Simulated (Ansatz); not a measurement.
What does this script print? It uses Ansatz 0.2.0 through its Python package.

Contents of `ch5clgeo.xyz`:
```text
9

C    -0.20970    1.09570   -0.31130
Ge   -0.27490   -0.70050    0.30980
O     1.29500   -1.10060    0.98960
Cl   -0.62650   -2.01530   -1.34800
H    -1.24870    1.38350   -0.76840
H    -0.03780    1.83750    0.52290
H     0.54810    1.25850   -1.09990
H    -1.32340   -0.84140    1.39320
H     1.96630   -0.96390    0.29510
```

`freq.py`
```python
"""Vibrations of CH5ClGeO."""

import itertools

import ansatz as az
from ase import Atoms
from ase.data import atomic_numbers, covalent_radii
from ase.thermochemistry import IdealGasThermo
import numpy as np

system = az.Crystal.molecule_from_extxyz("ch5clgeo.xyz")

calculation = (
    system.calculation()
    .basis(gaussian="def2-SVP")
    .functional("cam_b3lyp")
)
symbols = [site.symbol for site in system.cartesian_sites]
start = np.array([site.position_ang for site in system.cartesian_sites], dtype=float)
r = calculation.relax(force_tolerance=0.003, max_steps=100).run(threads=1).report
end = np.array(r["positions_ang"])

# pairs closer than 1.2 times the sum of covalent radii, before or after
radius = [covalent_radii[atomic_numbers[s]] for s in symbols]
span = lambda where, i, j: np.linalg.norm(where[i] - where[j])
bonded = [(i, j) for i, j in itertools.combinations(range(len(symbols)), 2) if min(span(start, i, j), span(end, i, j)) < 1.2 * (radius[i] + radius[j])]
print("pair        before    after (A)")
for i, j in bonded:
    print(f"{symbols[i]}{i}-{symbols[j]}{j}".ljust(10), f"{span(start, i, j):8.4f} {span(end, i, j):8.4f}")

# same settings at the minimum
minimum = az.Crystal.molecule()
for symbol, place in zip(symbols, end):
    minimum = minimum.atom(symbol, place.tolist())
vibrating = (
    minimum.calculation()
    .basis(gaussian="def2-SVP")
    .functional("cam_b3lyp")
    .phonons(temperatures=(100, 500, 100))
)
vib = vibrating.run(threads=1).report["vibrations"]
sums = vib["harmonic_sums"]
modes = [m["omega_inv_cm"] for m in sums["modes_at_gamma"] if m["rigid_motion"] == "no"]
for number, w in enumerate(modes, start=1):
    print(f"mode {number:2d} {w:9.1f} 1/cm {w / 8065.544 * 1000:8.2f} meV")
print("imaginary modes:", sum(w < 0 for w in modes), " zero-point energy:", round(sums["zero_point_energy_ev"], 4), "eV")
# rigid rotor and ideal gas, symmetry number taken as one
gas = IdealGasThermo(vib_energies=[w / 8065.544 for w in modes if w > 0], geometry="linear" if len(modes) == 3 * len(symbols) - 5 else "nonlinear",
                     atoms=Atoms(symbols, positions=end), symmetrynumber=1, spin=0.0)
print(f"H(298 K) - E = {gas.get_enthalpy(298.15, verbose=False):.4f} eV")
print(f"S(298 K, 1 bar) = {96485.33 * gas.get_entropy(298.15, 1e5, verbose=False):.1f} J/(mol K) with symmetry number 1")
```

```console
$ python freq.py
pair        before    after (A)
C0-Ge1       1.9017   1.9355
C0-H4        1.1710   1.0989
C0-H5        1.1295   1.0993
C0-H6        1.1057   1.0988
Ge1-O2       1.7569   1.7663
Ge1-Cl3      2.1449   2.1721
Ge1-H7       1.5143   1.5270
O2-H8        0.9755   0.9646
mode  1     107.5 1/cm    13.32 meV
mode  2     146.7 1/cm    18.19 meV
mode  3     168.1 1/cm    20.84 meV
mode  4     211.7 1/cm    26.25 meV
mode  5     243.0 1/cm    30.13 meV
mode  6     418.3 1/cm    51.86 meV
mode  7     620.4 1/cm    76.92 meV
mode  8     668.4 1/cm    82.87 meV
mode  9     718.4 1/cm    89.07 meV
mode 10     741.6 1/cm    91.95 meV
mode 11     819.1 1/cm   101.56 meV
mode 12     857.9 1/cm   106.36 meV
mode 13     898.2 1/cm   111.36 meV
mode 14    1276.3 1/cm   158.24 meV
mode 15    1435.6 1/cm   178.00 meV
mode 16    1438.0 1/cm   178.29 meV
mode 17    2220.3 1/cm   275.28 meV
mode 18    3069.1 1/cm   380.52 meV
mode 19    3174.9 1/cm   393.64 meV
mode 20    3177.2 1/cm   393.92 meV
mode 21    3886.2 1/cm   481.82 meV
imaginary modes: 0  zero-point energy: 1.6302 eV
H(298 K) - E = 1.8420 eV
S(298 K, 1 bar) = 345.6 J/(mol K) with symmetry number 1
```

Caveats:
- The frequencies are harmonic and unscaled, in a modest basis. The result belongs to the one conformer reached from this start, and soft torsions count as harmonic oscillators.
- The entropy takes a symmetry number of 1; a symmetric molecule's is lower by R ln(sigma).
- It ran for 4.4 min on 1 thread of Arm Neoverse V2, on a shared host, peak memory 0.4 GiB.

(A comment or docstring line of the script was reworded after the run, the code is as it ran; lines on the test bed's own set-up are left out of the output.)
